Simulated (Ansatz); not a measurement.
# CsLiCr2Te2S3 (P3m1) in Ansatz: notebook, part 2 of 2

Ansatz 0.2.0.

## Step 3: Single point, PBE, collinear spin, ferromagnetic start

Contents of input.yaml:

```yaml
crystal:
  lattice:
    - [3.60358, 0.0, 0.0]
    - [-1.80179, 3.12079, 0.0]
    - [0.0, 0.0, 19.06651]
  atoms:
    - { symbol: Cs, position: [0.0, 0.0, 0.37399] }
    - { symbol: Li, position: [0.66667, 0.33333, 0.01607] }
    - { symbol: Cr, position: [0.0, 0.0, 0.86637], spin: 3.0 }
    - { symbol: Cr, position: [0.33333, 0.66667, 0.16833], spin: 3.0 }
    - { symbol: Te, position: [0.33333, 0.66667, 0.53891] }
    - { symbol: Te, position: [0.66667, 0.33333, 0.77276] }
    - { symbol: S, position: [0.0, 0.0, 0.1003] }
    - { symbol: S, position: [0.33333, 0.66667, 0.9292] }
    - { symbol: S, position: [0.66667, 0.33333, 0.23408] }
hamiltonian:
  xc: pbe
  pseudopotentials: { kind: nc, source: spms }
magnetization:
  spin_polarized: true
kpoints:
  mp_grid: { grid: [9, 9, 2] }
scf:
  occupations: { method: fermi_dirac, width: 0.05 }
output:
  forces: true
  stress: true
  eigenvalues: true
```

Potentials or basis: SPMS NC.

Command:

```
> ansatz run input.yaml --threads 8 --pin off --max-ram 20480MiB --backend cpu --events-out ev --progress --plain --runs-dir out
```

Output:

```text
Warning: the atoms were moved onto the symmetric positions of the space group found under crystal.symmetry.tolerance 1.0e-5 (fractional; no operation is sought that the atoms, as they stand in a round, miss by more than twice it, and no atom is moved by as much as it), and the run uses the moved positions. Before a round's move an operation carried an atom to 3.60e-5 Å from where it should land, the largest such distance. Atom 1 (counting from 0) moved farthest, by 2.08e-5 Å; the longest move in fractions of the cell, of whichever atom, is 0.47 of the tolerance, in 1 round. To run the atoms as typed, lower crystal.symmetry.tolerance until the operations that they miss are no longer found, or set crystal.symmetry.detect: false (a key that needs symmetry detection or time reversal refuses this as the deck is read). The positions used, in the order of the run's atom list: position: [0.0, 0.0, 0.37399]; position: [0.6666666666666666, 0.3333333333333333, 0.01607]; position: [0.0, 0.0, 0.86637]; position: [0.3333333333333333, 0.6666666666666666, 0.16833]; position: [0.3333333333333333, 0.6666666666666666, 0.53891]; position: [0.6666666666666666, 0.3333333333333333, 0.77276]; position: [0.0, 0.0, 0.1003]; position: [0.3333333333333333, 0.6666666666666666, 0.9292]; position: [0.6666666666666666, 0.3333333333333333, 0.23408]; The lattice was moved too: crystal.lattice keeps the space group found at crystal.symmetry.tolerance 1.0e-5 only nearly: the operation that it misses by the most changes a squared length by the fraction 1.01e-6. The run uses the lattice that is a stretch of the typed one, with no rotation, onto the one that keeps every operation to a double's rounding (on a very oblique basis the stretch itself rounds by more); the deck's lattice vector that moved farthest moved by 1.05e-6 Å. To run the lattice as typed, set crystal.symmetry.tolerance under 1.01e-6, the least fraction by which an operation that the lattice misses changes a squared length (the same key also sets how far an atom may lie from its image, so lowering it can lose operations that the atoms keep only within it), or set crystal.symmetry.detect: false, as for the atoms. crystal.lattice made exact, in Å and degrees: [[3.603578946584446, 0.0, 0.0], [-1.801789473292223, 3.120790912284897, 0.0], [0.0, 0.0, 19.06651]]. Pasted over the deck's crystal.lattice, beside positions in fractional coordinates, it runs the same cell (given as lengths and angles, that cell in the form's own orientation, a rigid turn of the misfit's size from the one run here, for which a checkpoint.post_process_only pass over this run's state can be refused: where this run relaxes nothing, give such a pass this deck's own crystal.lattice, as typed; behind a relaxation, as crystal.lattice, the state's own cell, identity.cell in its checkpoint.json), and a matrix so pasted ends this notice, except on a very skew basis of the lattice, where the rounding of the pasted numbers themselves can read as a misfit: the cell is then moved again, and that move is told again. The lattice as run is in this notice's lattice.as_run_ang field (Run.prep()["deck_notices"] in Python, the deck_notice line of an events file, deck_notices of ansatz run --dry-run=json, or deck_notices in record.json in the deck's checkpoint.write directory).
Warning: RAYON_NUM_THREADS=8 ignored (pool sized by the plan → 8); use --threads N
Engine: ansatz 0.2.0, aarch64-unknown-linux-gnu
Pseudopotentials: kind: nc
Pseudopotential: Cs, nc, valence charge 9, recommended cutoff 408.17079368981996 eV (normal), Cs.nc.azcp
Pseudopotential: Li, nc, valence charge 3, recommended cutoff 707.4960423956879 eV (normal), Li.nc.azcp
Pseudopotential: Cr, nc, valence charge 14, recommended cutoff 870.764359871616 eV (normal), Cr.nc.azcp
Pseudopotential: Te, nc, valence charge 16, recommended cutoff 680.2846561497 eV (normal), Te.nc.azcp
Pseudopotential: S, nc, valence charge 6, recommended cutoff 544.22772491976 eV (normal), S.nc.azcp
Functional definition: PBE
  parameter kappa = 0.804
  parameter beta = 0.06672455060314922
  exchange = pbe_x(kappa = kappa, mu = beta*pi^2/3)
  correlation = pbe_c(beta = beta)
Crystal: 9 atoms, lattice volume = 214.422 Å³
Basis set: ecut = 870.764359871616 eV, 12481 PW (Γ), exchange–correlation on 72×72×384 points (8 copies of the dense FFT grid, shifted against one another)
Bands: 58, of which v1, the nominal top of the filled ones, is band 45 counted from 1 (44 counted from 0)
Symmetry: 6 space group operations
Space group: P3m1 (ITA 156), of the structure as read, at distance tolerance 6.0e-5 Å
Magnetic group: BNS 156.49 (UNI 1279), of the structure as read, at distance tolerance 6.0e-5 Å
k-points: 24 of 162 (time reversal used)
Non-local potential: Cs, projectors of the file, l = 0: 2, l = 1: 2, l = 2: 2, l = 3: 2
Non-local potential: Li, projectors of the file, l = 0: 2, l = 1: 2
Non-local potential: Cr, projectors of the file, l = 0: 2, l = 1: 2, l = 2: 2
Non-local potential: Te, projectors of the file, l = 0: 2, l = 1: 2, l = 2: 2
Non-local potential: S, projectors of the file, l = 0: 2, l = 1: 2, l = 2: 2
Initial density: superposition of atomic densities (chi_scale 0.1, normalization cell, long waves of neutral atoms (reshape's long-wave potential 6.37 eV rms, cloud 3.49 Å wide))
[... 37 lines left out ...]
E sigma→0 (E₀):  -11853.764203 eV
Entropy (-TS):   -0.025156 eV (-2.795 meV/atom)
Fermi energy:    8.361366 eV
--- Per-component energies (eV) ---
  E_band       = -1183.444910
  E_kinetic    = 5064.057503
  E_local      = -12358.790203  (includes V_loc(G=0)·N_el)
  E_nonlocal   = -1312.713154
  E_hartree    = 4668.913264
  E_xc         = -2363.109099
  E_vxc        = -1913.818466  (∫ρ·V_xc dr)
  E_ewald      = -5552.109936
  E_smearing   = -0.025156  (= −TS)
  E_closure    = 0.000000  (closes the sum)
  Σ components = -11853.776781   (vs F -11853.776781, Δ=0.00e0)
--- Forces (eV/Å), atoms counted from 1 ---
  atom   1  Cs     0.00000000     0.00000000     0.02876774
  atom   2  Li     0.00000000     0.00000000     0.02095439
  atom   3  Cr     0.00000000     0.00000000    -0.03533629
  atom   4  Cr     0.00000000    -0.00000000     0.00068393
  atom   5  Te     0.00000000     0.00000000    -0.01479430
  atom   6  Te     0.00000000     0.00000000    -0.01531522
  atom   7  S      0.00000000     0.00000000    -0.03889361
  atom   8  S     -0.00000000     0.00000000     0.03542759
  atom   9  S      0.00000000     0.00000000     0.01851478
  max |Σ_I F_I| component: 9.02e-6 eV/Å
--- Stress (GPa, compression-positive) ---
        0.338696      -0.000000       0.000000
        0.000000       0.338696       0.000000
        0.000000       0.000000       0.077227
  P = ⅓ Tr σ = 0.2515 GPa (2.515 kbar)
--- Band table (eV; the first three rows and the last of 48) ---
  k-point 0 ↑: bands = ["-64.5690", "-64.2187", "-37.9104", "-36.1008", "-36.0747", "-36.0747", "-35.7522", "-35.7522", "-35.7368", "-28.1697", "-28.1697", "-28.1117", "-28.1117", "-28.0455", "-28.0455", "-28.0270", "-27.9641", "-27.9641", "-27.9020", "-15.0557", "-5.6588", "-5.3125", "-4.2948", "-3.2923", "-3.0927", "-1.3847", "-0.2976", "-0.2976", "2.9671", "3.6011", "4.4817", "4.4817", "4.9186", "4.9186", "6.0092", "6.2797", "6.6189", "6.6189", "6.9053", "6.9053", "6.9876", "7.3694", "7.3694", "7.3777", "7.9336", "8.8529", "8.8529", "9.7927", "10.1085", "10.1085", "10.5609", "10.5609", "11.1309", "11.1309", "12.3385", "12.7823", "12.7823", "13.0265"]
  k-point 1 ↑: bands = ["-64.5690", "-64.2187", "-37.9104", "-36.1008", "-36.0747", "-36.0747", "-35.7522", "-35.7522", "-35.7368", "-28.1697", "-28.1697", "-28.1117", "-28.1117", "-28.0455", "-28.0455", "-28.0270", "-27.9641", "-27.9641", "-27.9020", "-15.0557", "-5.6589", "-5.3124", "-4.2952", "-3.2891", "-3.0958", "-1.3842", "-0.2976", "-0.2976", "2.9543", "3.6260", "4.4817", "4.4817", "4.9186", "4.9186", "5.8218", "6.6189", "6.6189", "6.6744", "6.7668", "6.9053", "6.9053", "7.3694", "7.3694", "7.3863", "7.9169", "8.8529", "8.8529", "9.7986", "10.1085", "10.1085", "10.5609", "10.5609", "11.1309", "11.1309", "12.4530", "12.7823", "12.7823", "12.7961"]
  k-point 2 ↑: bands = ["-64.5689", "-64.2186", "-37.9102", "-36.1005", "-36.0770", "-36.0753", "-35.7544", "-35.7527", "-35.7365", "-28.1697", "-28.1681", "-28.1117", "-28.1100", "-28.0460", "-28.0456", "-28.0260", "-27.9647", "-27.9642", "-27.9011", "-14.9969", "-5.5421", "-5.2115", "-4.2499", "-3.1754", "-2.9625", "-1.3314", "-0.7248", "-0.3890", "3.0837", "3.7189", "4.2592", "4.5371", "4.6043", "4.9411", "6.0840", "6.1969", "6.3477", "6.5171", "6.7819", "6.8262", "6.9483", "7.0506", "7.5215", "7.5834", "7.7869", "8.6871", "8.8009", "9.5269", "9.6300", "10.0054", "10.2508", "10.3018", "10.3227", "10.9231", "12.1278", "12.8869", "13.1504", "13.5623"]
  k-point 23 ↓: bands = ["-61.8397", "-61.6098", "-37.9112", "-32.9673", "-32.9671", "-32.9525", "-32.7914", "-32.7529", "-32.7500", "-28.1627", "-28.1627", "-28.1559", "-28.1556", "-28.0949", "-28.0948", "-28.0644", "-27.9691", "-27.9690", "-27.8943", "-14.4323", "-4.2968", "-4.1901", "-4.0589", "-2.5362", "-2.3939", "-1.7471", "-1.0777", "-1.0146", "3.5623", "3.6525", "3.6623", "3.7853", "4.0092", "4.3003", "5.0272", "5.1187", "5.5120", "5.7708", "5.8520", "5.8917", "5.9131", "6.5905", "7.7284", "9.9552", "10.1962", "10.3931", "10.3993", "10.4797", "10.5468", "10.8070", "10.9628", "11.0158", "11.3787", "11.9000", "12.1931", "13.1486", "13.3801", "13.5573"]
```

Run time: 31 s. Hardware: 8 threads of Arm Neoverse V2, shared host; peak memory 2 GiB.

Results:

| Quantity | Value |
| --- | --- |
| Free energy | -11853.7768 eV |
| Pressure | 0.3 GPa |
| Largest force | 0.039 eV/Å |
| Band gap on the k mesh | none (metal or under the smearing width) |
| Net moment | 5.65 μB per cell |
| Absolute moment | 6.83 μB per cell |
| Site moments | Cs +0.00; Li -0.01; Cr +2.64, +2.77; Te -0.01, -0.16; S -0.06, -0.07 μB |

Forces in eV/Å, atoms in the order of the input:
```
Cs   0.000  0.000  0.029
Li   0.000  0.000  0.021
Cr   0.000  0.000 -0.035
Cr   0.000  0.000  0.001
Te   0.000  0.000 -0.015
Te   0.000  0.000 -0.015
S    0.000  0.000 -0.039
S    0.000  0.000  0.035
S    0.000  0.000  0.019
```

Caveat: only a ferromagnetic start was run, and an antiferromagnetic order may lie lower in energy.
